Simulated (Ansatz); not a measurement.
# C2H3BClF: a ladder of functionals and wavefunction methods

Aim: compute C2H3BClF with functionals from several rungs and with coupled cluster, and see how far each lands from CCSD(T) at the basis-set limit for the atomisation energy.

Method: functionals in def2-TZVPP, the program's frozen cores in correlated methods; program: Ansatz 0.2.0, Gaussian basis.

The runs, in order: LDA (SPW92), PBE-D4, revPBE-D4, BLYP-D4, r2SCAN-D4, B97M-V, PBE0-D4, B3LYP-D4, r2SCANh-D4, r2SCAN0-D4, HSE06-D4, BHLYP-D4, CAM-B3LYP-D4, LC-ωPBE, ωB97X-V, ωB97M-V, B2PLYP, PBE-QIDH; CCSD(T)/def2-SVP; CCSD(T)/def2-TZVPP; MP2/def2-QZVPP; extrapolation to the limit; RPA on PBE.

### 1 The relaxed structure

All runs share one geometry, relaxed beforehand with PBE0-D4 in a triple-zeta def2 set.

8 atoms, charge 0, spin multiplicity 1.

Atoms are counted from 1 here; the program's logs count them from 0.

Bond lengths: F1–B2 1.304 Å, B2–C3 1.512 Å, B2–C4 1.519 Å, C3–C4 1.571 Å, C3–H6 1.086 Å, C3–H7 1.089 Å, C4–Cl5 1.760 Å, C4–H8 1.084 Å. Angles: F1–B2–C3 148.6°, F1–B2–C4 147.8°, C3–B2–C4 62.4°, B2–C3–C4 59.0°, B2–C3–H6 124.6°, B2–C3–H7 118.0°, C4–C3–H6 114.2°, C4–C3–H7 117.2°, H6–C3–H7 112.8°, B2–C4–C3 58.6°, B2–C4–Cl5 120.2°, B2–C4–H8 123.3°, C3–C4–Cl5 118.6°, C3–C4–H8 114.4°, Cl5–C4–H8 111.4°.

### 2 LDA

This LDA is Slater exchange with PW92 correlation.

in.yaml

```yaml
crystal:
  periodic: [false, false, false]
  atoms:
    - {symbol: F, position_ang: [-1.781113, -0.699583, 1.290432]}
    - {symbol: B, position_ang: [-0.726152, -0.420052, 0.576950]}
    - {symbol: C, position_ang: [0.706106, 0.062801, 0.524634]}
    - {symbol: C, position_ang: [-0.152087, -0.070047, -0.784642]}
    - {symbol: Cl, position_ang: [-0.663505, 1.397553, -1.609829]}
    - {symbol: H, position_ang: [1.576204, -0.585856, 0.553616]}
    - {symbol: H, position_ang: [0.919346, 1.069753, 0.878982]}
    - {symbol: H, position_ang: [0.213402, -0.811668, -1.485843]}
basis:
  gaussian: {orbitals: def2-TZVPP}
hamiltonian: {xc: lda}
output: {orbitals: {seedname: orbitals}}
```

Started as:

```console
ansatz run in.yaml --threads 2 --pin off --events-out ev --progress --plain --max-ram 4352MiB
```

Further steps of the session: PBE-D4 (GGA); revPBE-D4 (GGA); BLYP-D4 (GGA); r2SCAN-D4 (meta-GGA); B97M-V (meta-GGA); B3LYP-D4 (hybrid); r2SCANh-D4 (hybrid); r2SCAN0-D4 (hybrid); HSE06-D4 (hybrid); BHLYP-D4 (hybrid); CAM-B3LYP-D4 (range-separated); LC-ωPBE (range-separated); ωB97X-V (range-separated); ωB97M-V (range-separated); B2PLYP (double hybrid); PBE-QIDH (double hybrid); CCSD(T) in def2-SVP; CCSD(T) in def2-TZVPP; MP2 in def2-QZVPP; RPA on PBE orbitals.

Q: Predict the results of all the runs planned. Wanted: atomisation energy, CCSD(T)/CBS; farthest beyond LDA; mean size of error, GGA; mean size of error, meta-GGA; mean size of error, hybrid; mean size of error, range-separated; mean size of error, double hybrid; gap, smallest and largest; T1 diagnostic.

The runs gave:

```
                               quantity                                      value
        atomisation energy, CCSD(T)/CBS                              3163.6 kJ/mol
 functionals within 15.8 kJ/mol (0.5 %)      BLYP-D4, B3LYP-D4, r2SCAN0-D4, B2PLYP
                    farthest beyond LDA                     PBE-D4 (+136.0 kJ/mol)
                mean size of error, GGA                                62.3 kJ/mol
           mean size of error, meta-GGA                                49.7 kJ/mol
             mean size of error, hybrid                                45.4 kJ/mol
    mean size of error, range-separated                                34.0 kJ/mol
      mean size of error, double hybrid                                22.1 kJ/mol
              gap, smallest and largest  3.60 eV (LDA (SPW92)), 11.29 eV (LC-ωPBE)
                          T1 diagnostic                                     0.0117
triples share of the correlation energy                                      3.9 %
```

What this shows: The LDA atomisation energy is off by 555.9 kJ/mol (18 %): it overbinds. PBE-D4 misses by +136.0 kJ/mol. Double hybrids carry the basis error of their MP2 part in triple zeta, and no dispersion term here, so their miss is partly the set-up's. By mean error the best rung here is double hybrid (22.1 kJ/mol) and the worst beyond LDA is GGA (62.3 kJ/mol). Misses under about 15.8 kJ/mol are within the doubt on the reference itself, which lacks core-valence correlation, relativity and higher excitations. Hartree-Fock recovers 74 % of the binding; the rest is correlation. CCSD(T) in def2-SVP is off by -136.8 kJ/mol, so the small basis spoils what the method gains. Orbital gaps span 3.6 to 11.3 eV; exact exchange widens them.
